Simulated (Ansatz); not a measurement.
**AlBrF₂ + H₂: a complex and its separated parts**

Aim: how far the complex at one end of a reaction step lies below its separated, relaxed parts, level by level.

The runs use Ansatz 0.2.0, Gaussian basis; PBE0-D4/def2-TZVP structures, single points in def2-TZVPP, no counterpoise correction.

Levels: SPW92, PBE-D4, BLYP-D4, r2SCAN-D4, B97M-V, PBE0-D4, B3LYP-D4, r2SCAN0-D4, BHLYP-D4, CAM-B3LYP-D4, wB97X-V, wB97M-V, B2PLYP, PBE-QIDH, RPA on PBE, Hartree-Fock, MP2, CCSD, CCSD(T).

Correlated methods freeze the cores. Filled d shells of the heavier atoms are correlated. B3LYP uses VWN-RPA correlation. B2PLYP carries no dispersion term here.

94 further runs of the same task are left out: 94 set aside as unsound or not needed.

### Step 1. The system as given

The complex: 6 atoms, charge 0, spin multiplicity 1.

Atoms are counted from 1 here; the program's logs count them from 0.

Bond lengths: Al1–Br2 2.228 Å, Al1–F3 1.636 Å, Al1–F4 1.636 Å, H5–H6 0.758 Å. Angles: Br2–Al1–F3 120.1°, Br2–Al1–F4 120.1°, F3–Al1–F4 118.5°.

As a file:

| atom | x (Å) | y (Å) | z (Å) |
| --- | --- | --- | --- |
| Al1 | -0.0549 | -0.6239 | 0.2093 |
| Br2 | 2.1650 | -0.8085 | 0.1575 |
| F3 | -0.9527 | -1.1459 | -1.0551 |
| F4 | -0.8170 | -0.2632 | 1.6116 |
| H5 | 0.2080 | 1.4272 | -0.4830 |
| H6 | -0.5484 | 1.4144 | -0.4403 |

Its parts: AlBrF₂ holds atoms 1, 2, 3, 4; H₂ holds atoms 5, 6. Each part counts its atoms afresh in its own runs.

### Step 2. Relaxing AlBrF₂ alone

Input file relax-a/in.yaml:

```yaml
crystal:
  periodic: [false, false, false]
  atoms:
    - {symbol: Al, position_ang: [-0.054924, -0.623873, 0.209318]}
    - {symbol: Br, position_ang: [2.165047, -0.808509, 0.157529]}
    - {symbol: F, position_ang: [-0.952672, -1.145944, -1.055122]}
    - {symbol: F, position_ang: [-0.817039, -0.263221, 1.611612]}
basis:
  gaussian: {orbitals: def2-TZVP}
hamiltonian: {xc: pbe0, dispersion: d4}
relax: {f_tol: 0.005, max_steps: 200}
```

Started as:

```sh
$ ansatz run in.yaml --threads 4 --pin off --events-out ev --progress --plain --max-ram 9574MiB
```

What it wrote, shortened:

```text
Functional definition: PBE0
  name "PBE0"
  cite "Adamo & Barone, J. Chem. Phys. 110, 6158 (1999) doi:10.1063/1.478522"
  cite "Perdew, Burke & Ernzerhof, Phys. Rev. Lett. 77, 3865 (1996) doi:10.1103/PhysRevLett.77.3865"
  parent pbe
[...]
1004 factors; their error is unknown
[...]
mean field -82069.26751269 eV, -3015.9899525437 hartree, gradient 9.8e-6 eV, S^2 0.000000; 0 other end points of the search recorded, 0 dependent functions left out
[...]
reference -82069.26753949 eV, -3015.9899535288 hartree; 33, 33 occupied and 114, 114 virtual orbitals, 1004 factors
[...]
1004 factors; their error is unknown
mean field -82069.29853187 eV, -3015.9910924777 hartree, gradient 2.3e-5 eV, S^2 0.000000; 1 other end points of the search recorded, 0 dependent functions left out
[...]
reference -82069.29855878 eV, -3015.9910934667 hartree; 33, 33 occupied and 114, 114 virtual orbitals, 1004 factors
Total energy: -82069.37034358 eV, -3015.9937315092 hartree
Atom 0 at    -0.053028    -0.704616     0.235948 Å, force    -0.004249    -0.003514     0.001379 eV/Å
Atom 1 at     2.159918    -0.788032     0.151012 Å, force    -0.002240     0.001084    -0.000245 eV/Å
Atom 2 at    -0.950941    -1.115066    -1.062925 Å, force     0.003190     0.000858    -0.001644 eV/Å
Atom 3 at    -0.815537    -0.233834     1.599303 Å, force     0.003299     0.001571     0.000510 eV/Å
Dipole moment:     0.143067    -0.004332    -0.005842 e Å
```

Wall time 14 s (4 threads of Arm Neoverse N1, shared host).

Along the way: (the energy doesn't fall at every step)

| step | energy from step 1 (eV) | largest force component (eV/Å) |
| --- | --- | --- |
| 1 | 0.0000 | 0.5123 |
| 2 | 0.0368 | 0.7580 |
| 3 | -0.0287 | 0.3547 |
| 4 | -0.0311 | 0.0042 |

Distances of close pairs at the start and the end, largest changes first:

| bond | before (Å) | after (Å) | change (Å) |
| --- | --- | --- | --- |
| Al1–Br2 | 2.228 | 2.216 | -0.012 |
| Al1–F3 | 1.636 | 1.631 | -0.005 |
| Al1–F4 | 1.636 | 1.631 | -0.005 |

### Step 3. Relaxing H₂ alone

Input file relax-b/in.yaml:

```yaml
crystal:
  periodic: [false, false, false]
  atoms:
    - {symbol: H, position_ang: [0.207956, 1.427185, -0.483035]}
    - {symbol: H, position_ang: [-0.548369, 1.414362, -0.440301]}
basis:
  gaussian: {orbitals: def2-TZVP}
hamiltonian: {xc: pbe0, dispersion: d4}
relax: {f_tol: 0.005, max_steps: 200}
```

Started as:

```sh
$ ansatz run in.yaml --threads 4 --pin off --events-out ev --progress --plain --max-ram 9574MiB
```

What it wrote, shortened:

```text
[... 5 set-up lines as earlier in the session ...]
[...]
88 factors; their error is unknown
[...]
mean field -31.78630768 eV, -1.1681252619 hartree, gradient 1.6e-5 eV, S^2 0.000000; 0 other end points of the search recorded, 0 dependent functions left out
[...]
reference -31.78866861 eV, -1.1682120243 hartree; 1, 1 occupied and 11, 11 virtual orbitals, 88 factors
Total energy: -31.79027516 eV, -1.1682710638 hartree
Atom 0 at     0.202213     1.427088    -0.482711 Å, force    -0.000611    -0.000010     0.000035 eV/Å
Atom 1 at    -0.542626     1.414459    -0.440625 Å, force     0.000611     0.000010    -0.000035 eV/Å
Dipole moment:     0.000000    -0.000000    -0.000000 e Å
```

It took 0.2 s on 4 threads of Arm Neoverse N1, shared host.

Step by step:

| step | energy from step 1 (eV) | largest force component (eV/Å) |
| --- | --- | --- |
| 1 | 0.0000 | 0.4006 |
| 2 | -0.0023 | 0.0006 |

The bond:

| bond | before (Å) | after (Å) | change (Å) |
| --- | --- | --- | --- |
| H1–H2 | 0.758 | 0.746 | -0.012 |

### Step 4. SPW92/def2-TZVPP

Input file parta/in.yaml:

```yaml
crystal:
  periodic: [false, false, false]
  atoms:
    - {symbol: Al, position_ang: [-0.053028, -0.704616, 0.235948]}
    - {symbol: Br, position_ang: [2.159918, -0.788032, 0.151012]}
    - {symbol: F, position_ang: [-0.950941, -1.115066, -1.062925]}
    - {symbol: F, position_ang: [-0.815537, -0.233834, 1.599303]}
basis:
  gaussian: {orbitals: def2-TZVPP}
hamiltonian: {xc: lda}
```

Input file partb/in.yaml:

```yaml
crystal:
  periodic: [false, false, false]
  atoms:
    - {symbol: H, position_ang: [0.202213, 1.427088, -0.482711]}
    - {symbol: H, position_ang: [-0.542626, 1.414459, -0.440625]}
basis:
  gaussian: {orbitals: def2-TZVPP}
hamiltonian: {xc: lda}
```

Each run has its own folder and the same command.

Started as:

```sh
$ ansatz run in.yaml --threads 4 --pin off --events-out ev --progress --plain --max-ram 9574MiB
```

Log of parta, shortened:

```text
Functional definition: SPW92
  name "SPW92"
  cite "Dirac, Proc. Camb. Phil. Soc. 26, 376 (1930) doi:10.1017/S0305004100016108"
  cite "Slater, Phys. Rev. 81, 385 (1951) doi:10.1103/PhysRev.81.385"
  cite "Perdew & Wang, Phys. Rev. B 45, 13244 (1992) doi:10.1103/PhysRevB.45.13244"
[...]
957 factors; their error is unknown
[...]
mean field -81925.90731314 eV, -3010.7215623835 hartree, gradient 7.3e-5 eV, S^2 0.000000; 0 other end points of the search recorded, 0 dependent functions left out
reference -81925.90734750 eV, -3010.7215636462 hartree; 33, 33 occupied and 119, 119 virtual orbitals, 957 factors
Total energy: -81925.90734750 eV, -3010.7215636462 hartree
```

partb printed, shortened:

```text
[... 5 set-up lines as earlier in the session ...]
[...]
118 factors; their error is unknown
[...]
mean field -30.93527558 eV, -1.1368504090 hartree, gradient 4.4e-5 eV, S^2 0.000000; 0 other end points of the search recorded, 0 dependent functions left out
reference -30.93529626 eV, -1.1368511689 hartree; 1, 1 occupied and 27, 27 virtual orbitals, 118 factors
Total energy: -30.93529626 eV, -1.1368511689 hartree
```

Wall times: 0.85 s (parta), 0.1 s (partb) on 4 threads of Arm Neoverse N1, shared host.

### Step 5. PBE-D4/def2-TZVPP

Each input of step 4 (parta, partb) changes in the same lines:

```diff
-hamiltonian: {xc: lda}
+hamiltonian: {xc: pbe, dispersion: d4}
```

The same command starts each run, in its folder.

Started as:

```sh
$ ansatz run in.yaml --threads 4 --pin off --events-out ev --progress --plain --max-ram 9574MiB
```

Log of parta, shortened:

```text
Functional definition: PBE
  name "PBE"
[... 2 set-up lines as earlier in the session ...]
[...]
957 factors; their error is unknown
[...]
mean field -82066.28060104 eV, -3015.8801855654 hartree, gradient 7.1e-5 eV, S^2 0.000000; 0 other end points of the search recorded, 0 dependent functions left out
reference -82066.28063787 eV, -3015.8801869187 hartree; 33, 33 occupied and 119, 119 virtual orbitals, 957 factors
Total energy: -82066.36518525 eV, -3015.8832939779 hartree
```

Log of partb, shortened:

```text
[... 4 set-up lines as earlier in the session ...]
[...]
118 factors; their error is unknown
[...]
mean field -31.73221717 eV, -1.1661374722 hartree, gradient 3.1e-5 eV, S^2 0.000000; 0 other end points of the search recorded, 0 dependent functions left out
reference -31.73223885 eV, -1.1661382687 hartree; 1, 1 occupied and 27, 27 virtual orbitals, 118 factors
Total energy: -31.73425806 eV, -1.1662124734 hartree
```

They took 1.3 s (parta), 0.1 s (partb) on 4 threads of Arm Neoverse N1, shared host.

### Step 6. BLYP-D4/def2-TZVPP

Each input of step 5 (parta, partb) changes in the same lines:

```diff
-hamiltonian: {xc: pbe, dispersion: d4}
+hamiltonian: {xc: {name: BLYP}, dispersion: d4}
```

Each run has its own folder and the same command.

Started as:

```sh
$ ansatz run in.yaml --threads 4 --pin off --events-out ev --progress --plain --max-ram 9574MiB
```

Output in parta, shortened:

```text
Functional definition: BLYP
  name "BLYP"
  cite "Becke, Phys. Rev. A 38, 3098 (1988) doi:10.1103/PhysRevA.38.3098"
  cite "Lee, Yang & Parr, Phys. Rev. B 37, 785 (1988) doi:10.1103/PhysRevB.37.785"
[...]
957 factors; their error is unknown
[...]
mean field -82086.24070192 eV, -3016.6137057434 hartree, gradient 1.3e-5 eV, S^2 0.000000; 0 other end points of the search recorded, 0 dependent functions left out
reference -82086.24099964 eV, -3016.6137166844 hartree; 33, 33 occupied and 119, 119 virtual orbitals, 957 factors
Total energy: -82086.42193376 eV, -3016.6203658906 hartree
```

partb printed, shortened:

```text
[... 4 set-up lines as earlier in the session ...]
[...]
118 factors; their error is unknown
[...]
mean field -31.82604597 eV, -1.1695856167 hartree, gradient 8.3e-5 eV, S^2 0.000000; 0 other end points of the search recorded, 0 dependent functions left out
reference -31.82623839 eV, -1.1695926881 hartree; 1, 1 occupied and 27, 27 virtual orbitals, 118 factors
Total energy: -31.83113625 eV, -1.1697726814 hartree
```

Times: 1.4 s (parta), 0.15 s (partb) on 4 threads of Arm Neoverse N1, shared host.

### Step 7. r2SCAN-D4/def2-TZVPP

The same edit goes into each in.yaml of step 6 (parta, partb):

```diff
-hamiltonian: {xc: {name: BLYP}, dispersion: d4}
+hamiltonian: {xc: r2scan, dispersion: d4}
```

The same command starts each run, in its folder.

Started as:

```sh
$ ansatz run in.yaml --threads 4 --pin off --events-out ev --progress --plain --max-ram 9574MiB
```

Log of parta, shortened:

```text
Functional definition: r2SCAN
  name "r2SCAN"
  cite "Furness, Kaplan, Ning, Perdew & Sun, J. Phys. Chem. Lett. 11, 8208 (2020) doi:10.1021/acs.jpclett.0c02405"
  cite "Furness, Kaplan, Ning, Perdew & Sun, J. Phys. Chem. Lett. 11, 9248 (2020) doi:10.1021/acs.jpclett.0c03077"
  parent r2scan
[...]
957 factors; their error is unknown
[...]
mean field -82082.48352770 eV, -3016.4756321373 hartree, gradient 5.3e-5 eV, S^2 0.000000; 0 other end points of the search recorded, 0 dependent functions left out
reference -82082.48353844 eV, -3016.4756325321 hartree; 33, 33 occupied and 119, 119 virtual orbitals, 957 factors
Total energy: -82082.50165283 eV, -3016.4762982235 hartree
```

Output in partb, shortened:

```text
[... 5 set-up lines as earlier in the session ...]
[...]
118 factors; their error is unknown
[...]
mean field -31.87205420 eV, -1.1712763884 hartree, gradient 4.1e-5 eV, S^2 0.000000; 0 other end points of the search recorded, 0 dependent functions left out
reference -31.87206082 eV, -1.1712766316 hartree; 1, 1 occupied and 27, 27 virtual orbitals, 118 factors
Total energy: -31.87256220 eV, -1.1712950569 hartree
```

Times: 3.3 s (parta), 0.5 s (partb) on 4 threads of Arm Neoverse N1, shared host.

### Step 8. B97M-V/def2-TZVPP

The same edit goes into each in.yaml of step 7 (parta, partb):

```diff
-hamiltonian: {xc: r2scan, dispersion: d4}
+hamiltonian: {xc: {name: B97M-V}}
```

One command serves all of them, each in its own folder.

Started as:

```sh
$ ansatz run in.yaml --threads 4 --pin off --events-out ev --progress --plain --max-ram 9574MiB
```

parta printed, shortened:

```text
Functional definition: B97M-V
  name "B97M-V"
  cite "Mardirossian & Head-Gordon, J. Chem. Phys. 142, 074111 (2015) doi:10.1063/1.4907719"
  cite "Becke, J. Chem. Phys. 107, 8554 (1997) doi:10.1063/1.475007"
  cite "Vydrov & Van Voorhis, J. Chem. Phys. 133, 244103 (2010) doi:10.1063/1.3521275"
  # Of w^i u^j: cxij and so on, Table III.
[...]
  gx(w, u) = cx00 + cx01*u + cx02*u^2 + (cx10 + cx11*u)*w
[...]
  gos(w, u) = cos00 + cos01*u + cos03*u^3 + cos10*w + cos32*w^3*u^2
[...]
      + integral(e_c_pw_mod_opposite_spin*gos(b97_w_opposite, b97_u_opposite)) + vv10(b, c)
957 factors; their error is unknown
[...]
mean field -82069.55648558 eV, -3016.0005721017 hartree, gradient 5.6e-5 eV, S^2 0.000000; 0 other end points of the search recorded, 0 dependent functions left out
reference -82069.55653868 eV, -3016.0005740532 hartree; 33, 33 occupied and 119, 119 virtual orbitals, 957 factors
Total energy: -82069.55653868 eV, -3016.0005740532 hartree
```

Log of partb, shortened:

```text
[... 5 set-up lines as earlier in the session ...]
  # Of w^i u^j: cxij and so on, Table III.
[...]
  gx(w, u) = cx00 + cx01*u + cx02*u^2 + (cx10 + cx11*u)*w
  gss(w, u) = css00 + css02*u^2 + css10*w + (css32*w^3 + css42*w^4)*u^2
  gos(w, u) = cos00 + cos01*u + cos03*u^3 + cos10*w + cos32*w^3*u^2
[...]
      + integral(e_c_pw_mod_opposite_spin*gos(b97_w_opposite, b97_u_opposite)) + vv10(b, c)
118 factors; their error is unknown
[...]
mean field -31.90530261 eV, -1.1724982447 hartree, gradient 8.2e-6 eV, S^2 0.000000; 0 other end points of the search recorded, 0 dependent functions left out
reference -31.90533229 eV, -1.1724993355 hartree; 1, 1 occupied and 27, 27 virtual orbitals, 118 factors
Total energy: -31.90533229 eV, -1.1724993355 hartree
```

They took 5.5 s (parta), 0.25 s (partb) on 4 threads of Arm Neoverse N1, shared host.

### Step 9. PBE0-D4/def2-TZVPP

The same edit goes into each in.yaml of step 8 (parta, partb):

```diff
-hamiltonian: {xc: {name: B97M-V}}
+hamiltonian: {xc: pbe0, dispersion: d4}
+output: {orbitals: {seedname: orbitals}}
```

One command serves all of them, each in its own folder.

Started as:

```sh
$ ansatz run in.yaml --threads 4 --pin off --events-out ev --progress --plain --max-ram 9574MiB
```

Output in parta, shortened:

```text
[... 5 set-up lines as earlier in the session ...]
[...]
1025 factors; their error is unknown
[...]
mean field -82069.30454569 eV, -3015.9913134815 hartree, gradient 2.1e-5 eV, S^2 0.000000; 0 other end points of the search recorded, 0 dependent functions left out
reference -82069.30457260 eV, -3015.9913144704 hartree; 33, 33 occupied and 119, 119 virtual orbitals, 1025 factors
Total energy: -82069.37635739 eV, -3015.9939525128 hartree
```

partb printed, shortened:

```text
[... 5 set-up lines as earlier in the session ...]
[...]
118 factors; their error is unknown
[...]
mean field -31.79610837 eV, -1.1684854306 hartree, gradient 5.5e-5 eV, S^2 0.000000; 0 other end points of the search recorded, 0 dependent functions left out
reference -31.79612437 eV, -1.1684860183 hartree; 1, 1 occupied and 27, 27 virtual orbitals, 118 factors
Total energy: -31.79773091 eV, -1.1685450577 hartree
```

Wall times: 2 s (parta), 0.1 s (partb) on 4 threads of Arm Neoverse N1, shared host.

### Step 10. B3LYP-D4/def2-TZVPP

Each input of step 9 (parta, partb) changes in the same lines:

```diff
-hamiltonian: {xc: pbe0, dispersion: d4}
-output: {orbitals: {seedname: orbitals}}
+hamiltonian: {xc: {name: B3LYP}, dispersion: d4}
```

Each run has its own folder and the same command.

Started as:

```sh
$ ansatz run in.yaml --threads 4 --pin off --events-out ev --progress --plain --max-ram 9574MiB
```

Log of parta, shortened:

```text
Functional definition: B3LYP
  name "B3LYP"
  cite "Stephens, Devlin, Chabalowski & Frisch, J. Phys. Chem. 98, 11623 (1994) doi:10.1021/j100096a001"
[... 2 set-up lines as earlier in the session ...]
  cite "Vosko, Wilk & Nusair, Can. J. Phys. 58, 1200 (1980) doi:10.1139/p80-159"
[...]
1018 factors; their error is unknown
[...]
mean field -82087.08511409 eV, -3016.6447373182 hartree, gradient 2.5e-5 eV, S^2 0.000000; 0 other end points of the search recorded, 0 dependent functions left out
reference -82087.08533467 eV, -3016.6447454241 hartree; 33, 33 occupied and 119, 119 virtual orbitals, 1018 factors
Total energy: -82087.22482158 eV, -3016.6498714737 hartree
```

Output in partb, shortened:

```text
[... 6 set-up lines as earlier in the session ...]
[...]
118 factors; their error is unknown
[...]
mean field -32.10923109 eV, -1.1799924783 hartree, gradient 4.6e-5 eV, S^2 0.000000; 0 other end points of the search recorded, 0 dependent functions left out
reference -32.10937319 eV, -1.1799977004 hartree; 1, 1 occupied and 27, 27 virtual orbitals, 118 factors
Total energy: -32.11252426 eV, -1.1801135000 hartree
```

Times: 2.3 s (parta), 0.15 s (partb) on 4 threads of Arm Neoverse N1, shared host.

### Step 11. r2SCAN0-D4/def2-TZVPP

The same edit goes into each in.yaml of step 10 (parta, partb):

```diff
-hamiltonian: {xc: {name: B3LYP}, dispersion: d4}
+hamiltonian: {xc: {name: r2SCAN0}, dispersion: d4}
```

The same command starts each run, in its folder.

Started as:

```sh
$ ansatz run in.yaml --threads 4 --pin off --events-out ev --progress --plain --max-ram 9574MiB
```

Output in parta, shortened:

```text
Functional definition: r2SCAN0
  name "r2SCAN0"
  cite "Bursch, Neugebauer, Ehlert & Grimme, J. Chem. Phys. 156, 134105 (2022) doi:10.1063/5.0086040"
[... 3 set-up lines as earlier in the session ...]
[...]
1025 factors; their error is unknown
[...]
mean field -82081.59519555 eV, -3016.4429865329 hartree, gradient 4.7e-5 eV, S^2 0.000000; 0 other end points of the search recorded, 0 dependent functions left out
reference -82081.59520393 eV, -3016.4429868410 hartree; 33, 33 occupied and 119, 119 virtual orbitals, 1025 factors
Total energy: -82081.61773299 eV, -3016.4438147687 hartree
```

Output in partb, shortened:

```text
[... 6 set-up lines as earlier in the session ...]
[...]
118 factors; their error is unknown
[...]
mean field -31.85187589 eV, -1.1705348488 hartree, gradient 1.4e-5 eV, S^2 0.000000; 0 other end points of the search recorded, 0 dependent functions left out
reference -31.85188101 eV, -1.1705350372 hartree; 1, 1 occupied and 27, 27 virtual orbitals, 118 factors
Total energy: -31.85242238 eV, -1.1705549322 hartree
```

Wall times: 4.1 s (parta), 0.5 s (partb) on 4 threads of Arm Neoverse N1, shared host.

### Step 12. BHLYP-D4/def2-TZVPP

The same edit goes into each in.yaml of step 11 (parta, partb):

```diff
-hamiltonian: {xc: {name: r2SCAN0}, dispersion: d4}
+hamiltonian: {xc: {name: BHLYP}, dispersion: d4}
```

The same command starts each run, in its folder.

Started as:

```sh
$ ansatz run in.yaml --threads 4 --pin off --events-out ev --progress --plain --max-ram 9574MiB
```

Output in parta, shortened:

```text
Functional definition: BHLYP
  name "BHLYP"
  cite "Becke, J. Chem. Phys. 98, 1372 (1993) doi:10.1063/1.464304"
[... 2 set-up lines as earlier in the session ...]
[...]
1110 factors; their error is unknown
[...]
mean field -82083.75604799 eV, -3016.5223963953 hartree, gradient 3.1e-5 eV, S^2 0.000000; 0 other end points of the search recorded, 0 dependent functions left out
reference -82083.75619447 eV, -3016.5224017784 hartree; 33, 33 occupied and 119, 119 virtual orbitals, 1110 factors
Total energy: -82083.88308172 eV, -3016.5270647988 hartree
```

partb printed, shortened:

```text
[... 5 set-up lines as earlier in the session ...]
[...]
118 factors; their error is unknown
[...]
mean field -31.83806395 eV, -1.1700272695 hartree, gradient 5.6e-5 eV, S^2 0.000000; 0 other end points of the search recorded, 0 dependent functions left out
reference -31.83815951 eV, -1.1700307813 hartree; 1, 1 occupied and 27, 27 virtual orbitals, 118 factors
Total energy: -31.83990309 eV, -1.1700948567 hartree
```

Wall times: 2.3 s (parta), 0.15 s (partb) on 4 threads of Arm Neoverse N1, shared host.

### Step 13. CAM-B3LYP-D4/def2-TZVPP

Each input of step 12 (parta, partb) changes in the same lines:

```diff
-hamiltonian: {xc: {name: BHLYP}, dispersion: d4}
+hamiltonian: {xc: {name: CAM-B3LYP}, dispersion: d4}
```

Each run has its own folder and the same command.

Started as:

```sh
$ ansatz run in.yaml --threads 4 --pin off --events-out ev --progress --plain --max-ram 9574MiB
```

Log of parta, shortened:

```text
Functional definition: CAM-B3LYP
  name "CAM-B3LYP"
  cite "Yanai, Tew & Handy, Chem. Phys. Lett. 393, 51 (2004) doi:10.1016/j.cplett.2004.06.011"
  cite "Iikura, Tsuneda, Yanai & Hirao, J. Chem. Phys. 115, 3540 (2001) doi:10.1063/1.1383587"
[... 2 set-up lines as earlier in the session ...]
[...]
1013 factors; their error is unknown
187 factors; integrals over basis functions are off by at most 2.9e-5 eV
[...]
mean field -82088.23488878 eV, -3016.6869907586 hartree, gradient 6.6e-5 eV, S^2 0.000000; 0 other end points of the search recorded, 0 dependent functions left out
reference -82088.23499625 eV, -3016.6869947079 hartree; 33, 33 occupied and 119, 119 virtual orbitals, 1013 factors
Total energy: -82088.30972269 eV, -3016.6897408539 hartree
```

Log of partb, shortened:

```text
[... 6 set-up lines as earlier in the session ...]
[...]
  # Exact exchange under (alpha + beta erf(omega r))/r, Becke's under what is left of 1/r.
[...]
118 factors; their error is unknown
42 factors; integrals over basis functions are off by at most 6.3e-5 eV
[...]
mean field -31.88030493 eV, -1.1715795968 hartree, gradient 6.4e-5 eV, S^2 0.000000; 0 other end points of the search recorded, 0 dependent functions left out
reference -31.88037486 eV, -1.1715821669 hartree; 1, 1 occupied and 27, 27 virtual orbitals, 118 factors
Total energy: -31.88188825 eV, -1.1716377830 hartree
```

They took 2.3 s (parta), 0.2 s (partb) on 4 threads of Arm Neoverse N1, shared host.

[end of part 1 of 2]
